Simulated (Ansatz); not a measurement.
# CoO+ (triplet): wave-function methods side by side, def2-TZVPP

An exercise on one series of results from a longer session: the logs are not shown, and one member is left open.

Method: def2-TZVPP, core rule «outside noble gas», up to 10 orbitals frozen; program: Ansatz 0.2.0, Gaussian basis.

Plan: UHF; CCSD(T) on ROHF; CCSD(T) on UHF; CCSDT(Q) on ROHF; CCSDT(Q) on UHF; CASSCF and NEVPT2, 14 electrons in 10 orbitals.

4 further runs of the same task are left out: 4 set aside as unsound or not needed.

## The system

The geometry is a PBE0/def2-TZVP stationary point (not a proven minimum).

2 atoms, charge 1, spin multiplicity 3.

Atoms are counted from 1 here; the program's logs count them from 0.

Bond lengths: Co1–O2 1.703 Å.

Coordinates:

```xyz
2
CoO
Co    0.00000    0.00000    0.00000
O     0.00000    0.00000    1.70340
```

The first run:

Input file in.yaml:

```yaml
crystal:
  periodic: [false, false, false]
  atoms:
    - {symbol: Co, position_ang: [0.000000, 0.000000, 0.000000]}
    - {symbol: O, position_ang: [0.000000, 0.000000, 1.703400]}
basis:
  gaussian: {orbitals: def2-TZVPP}
total_charge: 1
magnetization: {spin_polarized: true, initial_magnetization: 2}
hamiltonian: {xc: hf}
output: {orbitals: {seedname: orbitals}}
```

Command:

```console
> ansatz run in.yaml --threads 1 --pin off --events-out ev --progress --plain --max-ram 3968MiB --backend cpu
```

Among the steps run: UHF; CCSD(T) on ROHF; CCSD(T) on UHF; CCSDT(Q) on ROHF; CCSDT(Q) on UHF; CASSCF and NEVPT2, 14 electrons in 10 orbitals.

One table of the session follows, with a row left open; its other results are not shown here.

It belongs to the step «Misses and costs». 

| method | from RCCSDT(Q) (meV) |
| --- | --- |
| RMP2 | +2307.3 |
| UMP2 | +1158.8 |
| RCCSD | +1369.8 |
| UCCSD | +581.9 |
| RCCSD(T) | +397.4 |
| UCCSD(T) | -19.9 |
| RCCSDT | +424.8 |
| UCCSDT | -427.7 |
| RCCSDT(Q) | 0 |
| UCCSDT(Q) | ? |
| CASSCF valence | +12018.6 |
| NEVPT2 valence | +1642.4 |

Q: Estimate the row for UCCSDT(Q) from the others.

As computed: from RCCSDT(Q) (meV): -938.0. In the column «from RCCSDT(Q) (meV)» it is the lowest.

Left out of the table: ROHF, UHF (another determinant or state than the rows shown).

Limits of these values: The determinant is far from a pure spin state, so its energy mixes those of several spin states (harmless only where they are near-degenerate, as at dissociation). The program flags RCCSD(T), UCCSD(T), UCCSDT(Q) as in doubt, so those rows may rest on another solution; read them beside their warnings. Warnings: spin contamination; coupled cluster took another determinant than the lowest; large T1 diagnostic. Restricted and unrestricted rows rest on different reference determinants; where their highest levels disagree by more than a few hundredths of an eV, they describe different states and don't form one ladder.
